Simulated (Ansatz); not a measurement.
# C₂H₇NZn: up Jacob's ladder to CCSD(T)

One table from this session's results is given with a row withheld; the runs are named, their logs left out.

Method: functionals in def2-TZVPP, the program's frozen cores in correlated methods; program: Ansatz 0.2.0, Gaussian basis.

Levels to be run: PBE-D4, r2SCAN-D4, PBE0-D4, B3LYP-D4, ωB97X-V, ωB97M-V, B2PLYP; CCSD(T)/def2-TZVPP; MP2/def2-QZVPP; extrapolation to the limit.

## The geometry

The geometry comes from an earlier relaxation with PBE0-D4 in a triple-zeta def2 set; it is a stationary point, not always the lowest conformer.

SMILES `NC[CH2][ZnH]`, 11 atoms, charge 0, spin multiplicity 1.

Atoms are counted from 1 here; the program's logs count them from 0.

Bond lengths: N1–C2 1.477 Å, N1–H5 1.013 Å, N1–H6 1.014 Å, C2–C3 1.520 Å, C2–H7 1.099 Å, C2–H8 1.093 Å, C3–Zn4 1.985 Å, C3–H9 1.096 Å, C3–H10 1.091 Å, Zn4–H11 1.551 Å. Angles: C2–N1–H5 112.6°, C2–N1–H6 110.2°, H5–N1–H6 106.7°, N1–C2–C3 107.5°, N1–C2–H7 111.9°, N1–C2–H8 106.7°, C3–C2–H7 114.0°, C3–C2–H8 109.8°, H7–C2–H8 106.7°, C2–C3–Zn4 98.6°, C2–C3–H9 111.2°, C2–C3–H10 112.6°, Zn4–C3–H9 110.5°, Zn4–C3–H10 117.0°, H9–C3–H10 106.9°, C3–Zn4–H11 174.1°.

Set-up of the first run:

in.yaml

```yaml
crystal:
  periodic: [false, false, false]
  atoms:
    - {symbol: N, position_ang: [-1.119544, 0.510198, -0.226213]}
    - {symbol: C, position_ang: [0.329443, 0.757183, -0.372701]}
    - {symbol: C, position_ang: [1.056952, -0.305727, 0.434365]}
    - {symbol: Zn, position_ang: [-0.277131, -1.766006, 0.270318]}
    - {symbol: H, position_ang: [-1.668338, 0.981178, -0.936199]}
    - {symbol: H, position_ang: [-1.445036, 0.855421, 0.670076]}
    - {symbol: H, position_ang: [0.599300, 1.787626, -0.100577]}
    - {symbol: H, position_ang: [0.563210, 0.640514, -1.434415]}
    - {symbol: H, position_ang: [1.166141, -0.001943, 1.481410]}
    - {symbol: H, position_ang: [2.060897, -0.506402, 0.056042]}
    - {symbol: H, position_ang: [-1.200692, -3.009044, 0.178395]}
basis:
  gaussian: {orbitals: def2-TZVPP}
hamiltonian: {xc: pbe, dispersion: d4}
output: {forces: true, orbitals: {seedname: orbitals}}
```

The run is started by

```console
$ ansatz run in.yaml --threads 4 --pin off --events-out ev --progress --plain --max-ram 10444MiB
```

Steps of the session up to this table: PBE-D4 (GGA); r2SCAN-D4 (meta-GGA); PBE0-D4 (hybrid); B3LYP-D4 (hybrid); ωB97X-V (range-separated); ωB97M-V (range-separated); B2PLYP (double hybrid); CCSD(T) in def2-TZVPP; MP2 in def2-QZVPP.

One table of the session follows, with a row left open; its other results are not shown here.

It belongs to the step «Atomisation energies». 

| method | atomisation energy (kJ/mol) |
| --- | --- |
| PBE-D4 | 3698.7 |
| r2SCAN-D4 | ? |
| PBE0-D4 | 3647.1 |
| B3LYP-D4 | 3627.1 |
| ωB97X-V | 3654.2 |
| ωB97M-V | 3649.0 |
| B2PLYP | 3589.1 |
| HF/def2-TZVPP | 2591.7 |
| MP2/def2-TZVPP | 3576.5 |
| CCSD/def2-TZVPP | 3491.2 |
| CCSD(T)/def2-TZVPP | 3541.1 |
| MP2/CBS | 3663.8 |
| CCSD(T)/CBS | 3628.3 |

Estimate the missing values for r2SCAN-D4.

The run gave: atomisation energy (kJ/mol): 3642.1. In the column «atomisation energy (kJ/mol)» it lies between CCSD(T)/CBS (3628.3) and PBE0-D4 (3647.1).
